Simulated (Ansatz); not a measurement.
**H4OPSb: rigid scan of one bond length in Python**

How does the energy of H4OPSb change as one bond is stretched? The task is a rigid scan of one bond length, for H4OPSb. SMILES: O[PH][SbH2].

Program: the Python package of Ansatz 0.2.0. Level of theory: CAM-B3LYP/def2-SVP. These are calculated values, not measurements.

## 1. The structure

Bond lengths: O1–P2 1.732 Å, P2–Sb3 2.482 Å, O1–H4 0.948 Å, P2–H5 1.469 Å, Sb3–H6 1.751 Å, Sb3–H7 1.751 Å. Angles: O1–P2–Sb3 92.8°, O1–P2–H5 94.4°, Sb3–P2–H5 94.7°, P2–O1–H4 105.3°, P2–Sb3–H6 92.8°, P2–Sb3–H7 94.1°, H6–Sb3–H7 94.0°.

The script reads h4opsb.xyz:

```xyz
7

O    -1.43310   -0.23320   -0.35340
P    -0.25370    0.71800   -1.19330
Sb    1.32970    0.66590    0.71670
H    -1.05510   -1.09960   -0.28670
H     0.34930   -0.43070   -1.88200
H     0.14210    1.31290    1.82940
H     0.98200   -1.00130    1.12350
```

## 2. The code

The input, scan_h4opsb.py:

```python
"""Potential curve of H4OPSb along one bond."""

import ansatz as az
import matplotlib.pyplot as plt
import numpy as np

mol = az.Crystal.molecule_from_extxyz("h4opsb.xyz")

symbols = [site.symbol for site in mol.cartesian_sites]
start = np.array([site.position_ang for site in mol.cartesian_sites])
axis = (start[6] - start[2]) / np.linalg.norm(start[6] - start[2])
moving = [6]
lengths, energies = [1.541, 1.611, 1.681, 1.751, 1.821, 1.891, 1.961, 2.066], []
for length in lengths:
    xyz = start.copy()
    xyz[moving] += (length - np.linalg.norm(start[6] - start[2])) * axis
    point = az.Crystal.molecule()
    for symbol, place in zip(symbols, xyz):
        point = point.atom(symbol, place.tolist())
    base = point.calculation().basis(gaussian="def2-SVP").functional("cam_b3lyp")
    rep = base.run(threads=1, pin="off").report
    energies.append(rep["free_energy_ev"])
    print(f"r = {length:6.3f} A  E = {energies[-1]:.5f} eV  <S^2> = {abs(rep['mean_field']['state']['spin_squared']):.3f}")

# quartic fit about the minimum
fit = np.polynomial.Polynomial.fit(lengths, np.array(energies) - min(energies), 4).convert()
roots = [r.real for r in fit.deriv().roots() if abs(r.imag) < 1e-9 and fit.deriv(2)(r.real) > 0]
r_e = min(roots, key=lambda r: abs(r - lengths[int(np.argmin(energies))]))
print(f"minimum of the fit at {r_e:.4f} A, force constant {fit.deriv(2)(r_e):.2f} eV/A^2")
plt.figure(figsize=(4.5, 3))
plt.plot(lengths, np.array(energies) - min(energies), "o-")
plt.xlabel("bond length (A)")
plt.ylabel("E - E(min) (eV)")
plt.tight_layout()
plt.savefig("scan.png", dpi=100)
```

## 3. The calls as engine input

The engine receives this input (first run):

```yaml
crystal:
  periodic: [false, false, false]
  atoms:
    - { symbol: O, position_ang: [-1.4331, -0.2332, -0.3534] }
    - { symbol: P, position_ang: [-0.2537, 0.718, -1.1933] }
    - { symbol: Sb, position_ang: [1.3297, 0.6659, 0.7167] }
    - { symbol: H, position_ang: [-1.0551, -1.0996, -0.2867] }
    - { symbol: H, position_ang: [0.3493, -0.4307, -1.882] }
    - { symbol: H, position_ang: [0.1421, 1.3129, 1.8294] }
    - { symbol: H, position_ang: [1.023696996010085, -0.8013654824618532, 1.074715593969219] }
basis:
  gaussian:
    orbitals: def2-SVP
hamiltonian:
  xc: cam_b3lyp
```

## 4. Launch

The run is started by

```sh
python scan_h4opsb.py
```

**Question.** What results will this script give? Wanted: range of energy; lowest point, distance.

**Answer**, as computed:

| quantity | value |
| --- | --- |
| bond length at the fit's minimum | 1.7139 Å |
| runs compared | 8 |
| range of energy | 0.547 eV |
| lowest point, distance (Å) | 1.68 |

In words: The lowest point, at 1.68, lies inside the range. The ends stand 0.262 and 0.547 eV above it. The distance scanned is the script's pair 2, 6. What to keep in mind:
- The rest of the molecule is held rigid at a force-field or estimated start geometry, and the basis set is modest; single-reference methods fail as a bond breaks.
- def2 sets replace the cores of elements past krypton by effective core potentials.
- The orbitals are restricted, so S² is zero by construction.
